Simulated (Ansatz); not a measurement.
**Fe2CuN2 in Ansatz: convergence with smearing width**

The system is Fe2CuN2.

```xyz
5
Lattice="-1.7208 1.7208 5.2659 1.7208 -1.7208 5.2659 1.7208 1.7208 -5.2659" Properties=species:S:1:pos:R:3 pbc="T T T"
Cu    0.0000    0.0000    0.0000
Fe    1.7208    0.0000    2.6330
Fe    0.0000    1.7208    2.6330
N     0.0000    0.0000    1.8361
N     0.0000    0.0000    8.6957
```

The cell comes from a database or a generator and needn't be the stable form of this composition.

* Program: Ansatz 0.2.0
* Task: convergence study
* Functional: PBEsol
* Potentials or basis: Ansatz PAW
* Cutoff: 420 eV (not typed: the program's choice for these potentials)
* k mesh: 9 × 9 × 9
* Occupations: cold, width 0.3 eV
* Spin: collinear spin, ferromagnetic start
* Starting moments: [0.6, 3.0, 3.0, 0.0, 0.0] μB

These are the settings of the first run; the series varies smearing width, with any setting tied to it.

Hardware: 2 threads of Arm Neoverse V2 (shared host).

Q: The values tried are 0.3 eV, 0.2 eV, 0.15 eV, 0.1 eV, 0.05 eV, 0.025 eV, 0.01 eV, 0.005 eV, loosest first. From which on does the absolute moment stay within 0.02 μB of the tightest run that finished?

A: From 0.05 eV on.

```tsv
smearing width	energy less the tightest run, at zero smearing (meV/atom)	pressure (GPa)	largest force (eV/Å)	absolute moment (μB)	SCF cycles	CPU time (s)	peak memory (GiB)
0.3 eV	0.23	-5.35	0.106	2.60	50	230	1.3
0.2 eV	-0.52	-5.25	0.094	2.64	46	240	1.3
0.15 eV	-0.66	-5.08	0.093	2.71	45	220	1.3
0.1 eV	-0.17	-5.14	0.099	2.67	48	220	1.3
0.05 eV	-0.02	-5.26	0.099	2.62	52	230	1.3
0.025 eV	0.01	-5.22	0.099	2.64	65	310	1.3
0.01 eV	0.00	-5.23	0.097	2.63	63	300	1.3
0.005 eV	0.00	-5.24	0.097	2.63	71	340	1.3
```

Against the tightest run, the energy stays within 1 meV/atom from 0.3 eV on; the pressure stays within 0.1 GPa from 0.05 eV on; the largest force stays within 0.005 eV/Å from 0.2 eV on. Narrower smearing needs a denser k mesh, so at a fixed mesh the narrowest width isn't the most accurate. The tightest run that finished is the yardstick and may itself not be fully converged.

Caveat, for the tightest run too: the pressure holds a Pulay correction of +0.4 GPa for the finite cutoff; the PAW data sets come from PBE, with cores solved anew for the run's functional, which leaves a small shift of forces and pressure; the starting moments weren't kept.
